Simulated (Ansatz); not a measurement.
# CH₄Te, SMILES C[TeH]: a relaxed scan of one distance

With Ansatz's Python interface.

The cells in order, each with its output:

```python
import warnings

import ansatz as az
import numpy as np

GEOMETRY = '''
C    -0.19610   -0.35550   -0.45630
Te    0.29940   -0.16240    1.59630
H    -1.00480    0.49070   -0.73100
H    -0.63140   -1.29110   -0.66050
H     0.66240   -0.20420   -1.11740
H     0.91240    1.45850    1.32280
'''
```

```python
warnings.simplefilter('ignore', az.DeckWarning)
```

```python
mol = az.Crystal.molecule()
for line in GEOMETRY.strip().splitlines():
    symbol, *xyz = line.split()
    mol = mol.atom(symbol, [float(v) for v in xyz])

setup = mol.calculation()
setup = setup.basis(gaussian='def2-SVP')
setup = setup.functional('b3lyp', dispersion='d3bj').accuracy('medium')
setup = setup.scf(lower_state_search='off')
symbols = [site.symbol for site in mol.cartesian_sites]
pairs = [(0, 1), (0, 2), (0, 3), (0, 4), (1, 5)]
print('held (A)   E (eV)        ', '  '.join(f'{symbols[i]}{i}-{symbols[j]}{j}' for i, j in pairs))
for length in [1.01, 1.09, 1.18, 1.31, 1.48]:
    data = setup.relax(constraints=[az.DistanceConstraint((0, 4), at=length)], force_tolerance=0.02, max_steps=60).run(threads=1).report
    xyz = np.array(data['positions_ang'])
    print(f'{length:6.2f} {data["free_energy_ev"]:14.5f}  ', '  '.join(f'{np.linalg.norm(xyz[i] - xyz[j]):.3f}' for i, j in pairs))
```

    held (A)   E (eV)         C0-Te1  C0-H2  C0-H3  C0-H4  Te1-H5
      1.01    -8396.78101   2.184  1.096  1.098  1.010  1.673
      1.09    -8396.93026   2.181  1.096  1.098  1.090  1.673
      1.18    -8396.83017   2.178  1.096  1.098  1.180  1.672
      1.31    -8396.41316   2.170  1.096  1.098  1.310  1.672
      1.48    -8395.69320   2.159  1.095  1.097  1.480  1.672

What to keep in mind:
- The settings weren't tested for convergence.
- The energies are electronic: no zero-point or thermal terms, and the basis set is short of its limit.
- def2 sets replace the cores of elements past krypton by effective core potentials.
- b3lyp holds the VWN-RPA fit, as in Gaussian; the form of ORCA and Turbomole is b3lyp5.
- The script silences the warnings on its input, which a real study should read.
- The whole script took 30 s on 1 thread of Intel(R) Xeon(R) 6975P-C (Granite Rapids), with other jobs on the host, peak memory 0.19 GiB.

(Lines on the test bed's own set-up are left out of the output.)
